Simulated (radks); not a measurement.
**Ag⁺ in [Ar] 3d10 4s2 4p4 4d10 4f2: an all-electron calculation**

An exercise on one series of results from a longer session: the logs are not shown, and one member is left open.

The numbers are computed with radks (a radial shooting solver on a logarithmic mesh, Libxc functionals) version 1 (scalar-relativistic Kohn-Sham, PBE, spin-unpolarised, spherical densities, finite nucleus), except any that are marked as measured or tabulated.

### The atom as given

- element: silver (Z = 47)
- charge: +1
- electrons: 46
- configuration: [Ar] 3d10 4s2 4p4 4d10 4f2
- nuclear rms radius: 4.5454 fm

The outer shells:

Ag⁺
```
[Ar] core
3d [↑↓][↑↓][↑↓][↑↓][↑↓]
4s [↑↓]
4p [↑↓][↑ ][↑ ]
4d [↑↓][↑↓][↑↓][↑↓][↑↓]
4f [↑ ][↑ ][  ][  ][  ][  ][  ]
```

Set-up of the first run:

The run's settings:

```text
Z 47
configuration [Ar] 3d10 4s2 4p4 4d10 4f2 5s0 5p0
relativity scalar-relativistic
functional pbe,pbe
spin unpolarised
nucleus finite rms 4.5454 fm
c 137.035999084
```

One of the session's tables, all rows but one given; the rest of the session is left out.

It belongs to the step «Orbitals and density». From the orbitals of this run (lengths in bohr):

| level | <r> | outermost maximum (interpolated) | 90 % within | nodes |
| --- | --- | --- | --- | --- |
| 1s | 0.03111 | 0.0202 | 0.0558 | 0 |
| 2s | 0.1349 | 0.114 | 0.208 | 1 |
| 2p | 0.1177 | 0.0911 | 0.192 | 0 |
| 3s | ? | ? | ? | ? |
| 3p | 0.3674 | 0.326 | 0.553 | 1 |
| 3d | 0.3455 | 0.274 | 0.547 | 0 |
| 4s | 0.9009 | 0.819 | 1.30 | 3 |
| 4p | 0.9790 | 0.870 | 1.44 | 2 |
| 4d | 1.226 | 0.999 | 1.90 | 1 |
| 5s | 2.354 | 2.09 | 3.41 | 4 |
| 5p | 2.836 | 2.46 | 4.17 | 3 |
| 4f | 6.389 | 5.74 | 9.56 | 0 |

Estimate the missing values for 3s.

**Answer.** <r>: 0.3684; outermost maximum (interpolated): 0.333; 90 % within: 0.542; nodes: 2. In the column «<r>» it lies between 3p (0.3674) and 4s (0.9009).
